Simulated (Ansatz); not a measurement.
**HfSi (zincblende type): how the settings move a single-point run**

How sensitive is a single-point run of HfSi (zincblende type) to its settings? A reference run comes first, then one run with altered input.

Computed with Ansatz 0.2.0 (reference: DFT, LDA, PAW with Ansatz's default frozen-core files, scalar-relativistic, unless a step's input says otherwise).

## 1. The system as given

It takes space group F-43m (No. 216, cubic). The conventional cell has a = 5.135 Å, b = 5.135 Å, c = 5.135 Å, α = 90.00°, β = 90.00°, γ = 90.00°. Hf (site symmetry -43m) is surrounded by 4 Si at 2.22 Å. Around Si (site symmetry -43m) lie 4 Hf at 2.22 Å.

Coordinates:

```xyz
2
Lattice="0.0000 2.5675 2.5675 2.5675 0.0000 2.5675 2.5675 2.5675 0.0000" Properties=species:S:1:pos:R:3 pbc="T T T"
Hf    0.0000    0.0000    0.0000
Si    1.2838    1.2838    1.2838
```

## 2. Baseline

Input file input.yaml:

```yaml
crystal:
  lattice:
    - [0.0, 2.5675418627, 2.5675418627]
    - [2.5675418627, 0.0, 2.5675418627]
    - [2.5675418627, 2.5675418627, 0.0]
  atoms:
    - { symbol: Hf, position: [0.0, 0.0, 0.0] }
    - { symbol: Si, position: [0.25, 0.25, 0.25] }
kpoints:
  mp_grid: { grid: [12, 12, 12] }
scf:
  occupations: { method: fermi_dirac, width: 0.08 }
hamiltonian:
  xc: lda
  pseudopotentials: { kind: paw }
output:
  forces: true
  stress: true
  eigenvalues: true
  populations: true
```

On the command line:

```sh
$ ansatz run input.yaml --threads 1 --pin off --max-ram 2048MiB --backend cpu --events-out ev --progress --plain --runs-dir out
```

## 3. Variant: mp_grid.shift [0.5, 0.5, 0.5], eigensolver.kind davidson, chi_scale 0.0

Edit input.yaml of step 2 so:

```diff
@@ -9,5 +9,7 @@
 kpoints:
-  mp_grid: { grid: [12, 12, 12] }
+  mp_grid: { grid: [12, 12, 12], shift: [0.5, 0.5, 0.5] }
 scf:
   occupations: { method: fermi_dirac, width: 0.08 }
+  eigensolver: { kind: davidson }
+  initial_density: { chi_scale: 0.0 }
 hamiltonian:
@@ -20 +22,5 @@
   populations: true
+  write_density: true
+  write_potential: true
+  elf: true
+  volumetric_format: npy
```

What does the calculation give? Wanted: for each run, ending; energy change; pressure; gap; force.

As calculated:

| run | ending | energy change | pressure (GPa) | gap (eV) | force (eV/Å) | cycles | time |
| --- | --- | --- | --- | --- | --- | --- | --- |
| reference | converged | 0 | 61.2 | 0.00 | 0.00 | 8 | 5 s |
| 1: mp_grid.shift [0.5, 0.5, 0.5], eigensolver.kind davidson, chi_scale 0.0 | converged | +0.7 meV/atom | 61.2 | 0.00 | 0.02 | 9 | 16 s |

Times don't compare one to one where runs were asked for different outputs or read a saved state (see the inputs); cycles may leave out searches for a lower state.

Residual by cycle in the longest SCF loop of each run; runs are numbered as in the table. The quantity is the density residual dr2, in eV.

| cycle | reference | run 1 |
| --- | --- | --- |
| 1 | 0.0132 | 1.22 |
| 2 | 0.00579 | 0.384 |
| 3 | 1.0e-3 | 0.0264 |
| 4 | 1.4e-4 | 0.00973 |
| 5 | 1.2e-5 | 3.5e-4 |
| 6 | 1.3e-6 | 6.7e-5 |
| 7 | 6.3e-8 | 4.4e-6 |
| 8 | 6.2e-9 | 3.4e-7 |
| 9 | - | 2.6e-8 |

**Reading.** Changing the k-point mesh, solver and start moves the energy by +0.7 meV/atom. Sampling errors of the energy have no fixed sign. The structure is not at rest: the sound run finds 61 GPa, so these are no properties of the relaxed crystal. 
